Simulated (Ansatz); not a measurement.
# C₆H₁₀O₆Sn: small, medium and large basis sets

How large a basis does C₆H₁₀O₆Sn need? Two functionals are run in growing sets.

Method: one geometry, several basis sets; program: Ansatz 0.2.0, Gaussian basis.

Levels to be run: PBE0-D4/def2-SVP; ωB97M-V/def2-SVP; PBE0-D4/def2-QZVPP; ωB97M-V/def2-QZVPP; the functionals' def2-TZVPP values are taken from earlier runs.

## (1) The relaxed structure

An earlier PBE0-D4 in a triple-zeta def2 set relaxation fixed the geometry. Sn takes the def2 core potential; no spin-orbit term is included.

23 atoms, charge 0, spin multiplicity 1.

Atoms are counted from 1 here; the program's logs count them from 0.

Bond lengths: C1–C2 1.488 Å, C1–H14 1.087 Å, C1–H15 1.090 Å, C1–H16 1.093 Å, C2–O3 1.278 Å, C2–O4 1.252 Å, O3–Sn5 2.125 Å, O4–Sn5 2.231 Å, Sn5–O6 2.145 Å, Sn5–C7 2.584 Å, Sn5–O9 2.297 Å, Sn5–O10 2.145 Å, Sn5–C11 2.583 Å, Sn5–O13 2.294 Å, Sn5–H17 1.694 Å, O6–C7 1.274 Å, C7–C8 1.491 Å and more. Angles: C2–C1–H14 110.6°, C2–C1–H15 110.0°, C2–C1–H16 108.2°, H14–C1–H15 111.0°, H14–C1–H16 109.3°, H15–C1–H16 107.7°, C1–C2–O3 119.6°, C1–C2–O4 122.2°, O3–C2–O4 118.2°, C2–O3–Sn5 93.1°, C2–O4–Sn5 88.9° and more.

Coordinates:

```xyz
23
C6H10O6Sn
C    -0.1113   -2.8971   -1.7456
C    -0.1342   -1.4811   -1.2897
O     0.1309   -1.2060   -0.0705
O    -0.4255   -0.5381   -2.0593
Sn   -0.1807    0.8767   -0.3514
O    -1.1953    1.0036    1.5347
C    -2.3161    0.6049    1.0774
C    -3.4807    0.4871    2.0005
O    -2.3973    0.3154   -0.1376
O     1.5159    1.3239    0.8832
C     2.3684    1.1619   -0.0501
C     3.8174    1.3535    0.2430
O     1.9562    0.8357   -1.1861
H    -0.1157   -2.9493   -2.8313
H     0.7591   -3.4066   -1.3336
H    -1.0027   -3.3951   -1.3566
H    -0.5350    2.3626   -1.0833
H    -3.2796   -0.3166    2.7122
H    -3.5887    1.4085    2.5736
H    -4.3908    0.2690    1.4476
H     4.1429    0.5581    0.9169
H     4.4036    1.3218   -0.6718
H     3.9643    2.3003    0.7635
```

## (2) PBE0-D4 in def2-SVP

Contents of in.yaml:

```yaml
crystal:
  periodic: [false, false, false]
  atoms:
    - {symbol: C, position_ang: [-0.111344, -2.897067, -1.745586]}
    - {symbol: C, position_ang: [-0.134179, -1.481114, -1.289744]}
    - {symbol: O, position_ang: [0.130873, -1.205995, -0.070494]}
    - {symbol: O, position_ang: [-0.425503, -0.538109, -2.059332]}
    - {symbol: Sn, position_ang: [-0.180679, 0.876695, -0.351409]}
    - {symbol: O, position_ang: [-1.195346, 1.003612, 1.534677]}
    - {symbol: C, position_ang: [-2.316067, 0.604937, 1.077415]}
    - {symbol: C, position_ang: [-3.480716, 0.487116, 2.000453]}
    - {symbol: O, position_ang: [-2.397275, 0.315443, -0.137645]}
    - {symbol: O, position_ang: [1.515889, 1.323945, 0.883184]}
    - {symbol: C, position_ang: [2.368442, 1.161905, -0.050136]}
    - {symbol: C, position_ang: [3.817398, 1.353543, 0.242970]}
    - {symbol: O, position_ang: [1.956197, 0.835671, -1.186104]}
    - {symbol: H, position_ang: [-0.115733, -2.949321, -2.831309]}
    - {symbol: H, position_ang: [0.759108, -3.406645, -1.333616]}
    - {symbol: H, position_ang: [-1.002728, -3.395146, -1.356584]}
    - {symbol: H, position_ang: [-0.535041, 2.362620, -1.083348]}
    - {symbol: H, position_ang: [-3.279588, -0.316618, 2.712180]}
    - {symbol: H, position_ang: [-3.588695, 1.408465, 2.573585]}
    - {symbol: H, position_ang: [-4.390821, 0.269001, 1.447630]}
    - {symbol: H, position_ang: [4.142854, 0.558052, 0.916910]}
    - {symbol: H, position_ang: [4.403639, 1.321847, -0.671767]}
    - {symbol: H, position_ang: [3.964316, 2.300265, 0.763467]}
basis:
  gaussian: {orbitals: def2-SVP}
hamiltonian: {xc: pbe0, dispersion: d4}
output: {orbitals: {seedname: orbitals}}
```

Command:

```console
> ansatz run in.yaml --threads 11 --pin off --events-out ev --progress --plain --max-ram 110592MiB --backend cpu
```

The runs that follow: ωB97M-V in def2-SVP; PBE0-D4 in def2-QZVPP; ωB97M-V in def2-QZVPP.

**Question.** What will the summary of the whole plan be? Wanted: PBE0-D4: double and triple zeta above quadruple; ωB97M-V: double and triple zeta above quadruple.

The runs gave:

```
                                       quantity           value
PBE0-D4: double and triple zeta above quadruple  23.04, 1.09 eV
ωB97M-V: double and triple zeta above quadruple  23.63, 1.03 eV
```

What this shows: For PBE0-D4 the step from double to triple zeta gains 21.95 eV and the next only 1.09 eV. Total energies overstate the basis error of differences, where much of it tends to cancel. The LUMO of ωB97M-V is positive and keeps falling with the basis (1.69 to 1.16 eV): an unbound level that the basis holds in place.
